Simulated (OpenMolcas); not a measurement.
# Cu³⁺ among point charges: CASSCF and CASPT2 levels and susceptibility

How does a field of 6 point charges split the states of Cu³⁺, and what χT follows?

Program: OpenMolcas 26.06. Level of theory: state-averaged CASSCF and CASPT2, spin-orbit coupling by RASSI with atomic mean-field integrals. These are calculated values, not measurements, unless marked.

### 1 Starting point

* Species: Cu³⁺ (copper, Z = 29, 26 electrons)
* Basis: ANO-RCC-VDZP [5s4p2d1f], 34 functions
* Scalar Hamiltonian: DKH2, point nucleus
* Inactive shells: 1s 2s 2p 3s 3p
* Active space: 8 electrons in 5 orbitals (3d)
* Some configurations of this space: 3d⁸
* Orbitals: optimised for each spin and parity, averaged over all roots

The outer shells:

3d8
```
3d [↑↓][↑↓][↑↓][↑ ][↑ ]
```

The ion sits among 6 point charges of -1 e arranged as an octahedron (Oh), 2.01 Å from the ion.

Each step is its own input file, run in one work folder so that later steps find the files of earlier ones. Labels, J, g values, rates, χT and fits are worked out afterwards by a script from the matrices that RASSI stores. The input lists half of the charges; inversion (Group=XYZ) makes the rest.

### 2 One- and two-electron integrals

Contents of a.inp:

```
&GATEWAY
Coord
1

Cu 0.0 0.0 0.0
Basis=ANO-RCC-VDZP
Group=XYZ
NoMove
AngMom=0.0 0.0 0.0
AMFI
XField
3 Angstrom 0
2.010000 0.000000 0.000000 -1.000000
0.000000 2.010000 0.000000 -1.000000
0.000000 0.000000 2.010000 -1.000000
&SEWARD
```

Started as:

```console
OMP_NUM_THREADS=1 MOLCAS_MEM=1689 MOLCAS_PROJECT=a pymolcas a.inp > a.log
```

### 3 Reference wave functions, triplets of even parity, 10 roots

Contents of a.inp:

```
&RASSCF
FileOrb=start.orb
Symmetry=1
Spin=3
nActEl=8 0 0
Inactive=3 6
Ras2=5 0
CIRoot=10 10 1
SDav=10
CIMx=300
Iter=120 100
PrWF=0.3
OrbListing=Nothing
MaxOrb=0
>>> COPY $Project.JobIph JOB001
```

start.orb holds the contracted functions of the basis, ordered by shell, or the orbitals of the step before.

### 4 CASSCF: singlets of even parity, 15 roots

Contents of a.inp:

```
&RASSCF
FileOrb=start.orb
Symmetry=1
Spin=1
nActEl=8 0 0
Inactive=3 6
Ras2=5 0
CIRoot=15 15 1
SDav=15
CIMx=300
Iter=120 100
PrWF=0.3
OrbListing=Nothing
MaxOrb=0
>>> COPY $Project.JobIph JOB002
```

### 5 State interaction with spin-orbit coupling

Contents of a.inp:

```
&RASSI
NrOfJobIphs=2 10 15
1 2 3 4 5 6 7 8 9 10
1 2 3 4 5 6 7 8 9 10 11 12 13 14 15
IphNames
JOB001
JOB002
EJob
SpinOrbit
DIPRint=1.0
SOCoupling=1000.0
Subsets=2
Property=9
'ANGMOM' 1 'ANGMOM' 2 'ANGMOM' 3 'MLTPL  1' 1 'MLTPL  1' 2 'MLTPL  1' 3
'AMFI' 1 'AMFI' 2 'AMFI' 3
SOProperty=3
'ANGMOM' 1 'ANGMOM' 2 'ANGMOM' 3
```

### 6 CASPT2: IPEA 0.25, imaginary shift 0.1 (closed shells correlated: 3s 3p)

Contents of a.inp:

```
>>> COPY JOB001 $Project.JobIph
&CASPT2
Multistate=10 1 2 3 4 5 6 7 8 9 10
NoMult
Frozen=2 3
IPEA=0.25
Imaginary=0.1
MaxIter=60
WThr=0.0 0.3 0.05
PrWF=0.5
NoMix
>>> COPY JOB002 $Project.JobIph
&CASPT2
Multistate=15 1 2 3 4 5 6 7 8 9 10 11 12 13 14 15
NoMult
Frozen=2 3
IPEA=0.25
Imaginary=0.1
MaxIter=60
WThr=0.0 0.3 0.05
PrWF=0.5
NoMix
```

(Steps that only read results are left out.)

Q: Predict the outcome of this session. Wanted: spin-free ground state; first state of the same spin within the active space; lowest level; next level.

**Answer**, as computed:

| quantity | value |
| --- | --- |
| method | SS-CASPT2, IPEA 0.25, imaginary shift 0.1 (closed shells correlated: 3s 3p) |
| spin-free ground state | 3A2, 1-fold in its orbital part |
| first state of the same spin within the active space | 3T2 at 795 cm⁻¹ |
| lowest level | 3-fold T2 |
| next level | 803.8 cm⁻¹ |
| χT at 300 K | 3.11 cm³ K/mol |
| effective moment at 300 K | 4.98 μB |

Cost by method:

| method | time of its own steps | time with the reference |
| --- | --- | --- |
| A. CASSCF | 5.1 s | 5.1 s |
| B. SS-CASPT2, IPEA 0.25, imaginary shift 0.1, +3s 3p | 1.9 s | 7 s |

Times are of one thread on a shared host.

What this shows: The spin-free ground state (3A2) comes to 100 % from free-ion F terms and keeps the highest spin of the shell. χT at 300 K is 3.11, against 1.00 cm³ K/mol for the spin alone, so orbital moment adds to it. CASPT2 does not keep the components of a term degenerate, and the means are used. The field of point charges can differ much from that of real complexes. This is an electrostatic model: the charges have no orbitals.
